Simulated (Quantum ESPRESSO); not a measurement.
## RuAu: zone-centre phonons under several settings

```xyz
2
Lattice="3.1648 0.0000 0.0000 0.0000 3.1648 0.0000 0.0000 0.0000 3.1648" Properties=species:S:1:pos:R:3 pbc="T T T"
Ru    0.0000    0.0000    0.0000
Au    1.5824    1.5824    1.5824
```

The cell was built by a generator and needn't be a form met in nature.

All runs used Quantum ESPRESSO 7.5; k mesh 8 × 8 × 8; relaxed cell; no spin polarisation; occupations cold, width 0.2 eV.

| level | potentials | cutoff (eV) | volume (Å³/atom) | lowest optical mode without the field (cm⁻¹) |
| --- | --- | --- | --- | --- |
| LDA | PseudoDojo 0.4.1 SR LDA standard | 1197 | 14.89 | 202 |
| PBE | PseudoDojo 0.4.1 SR PBE standard | 1143 | 15.87 | 185 |
| PBEsol | PseudoDojo 0.4.1 SR PBEsol standard | 1143 | ? | ? |
| PW91 | PseudoDojo 0.4.1 SR PBE standard | 1143 | 15.91 | 182 |
| AM05 | PseudoDojo 0.4.1 SR PBE standard | 1143 | 15.14 | 198 |
| revPBE | PseudoDojo 0.4.1 SR PBE standard | 1143 | 16.09 | 181 |
| vdW-DF-cx | PseudoDojo 0.4.1 SR PBE standard | 1143 | 15.31 | 199 |

What stands in the row left open?

Volume 15.21 Å³/atom; lowest optical mode without the field 197 cm⁻¹.

Caveats: the mesh is thin for the phonons of a metal; the potentials were made for another functional, which shifts forces and pressure (some runs).

For the row left open. Caveat: the mesh is thin for the phonons of a metal.
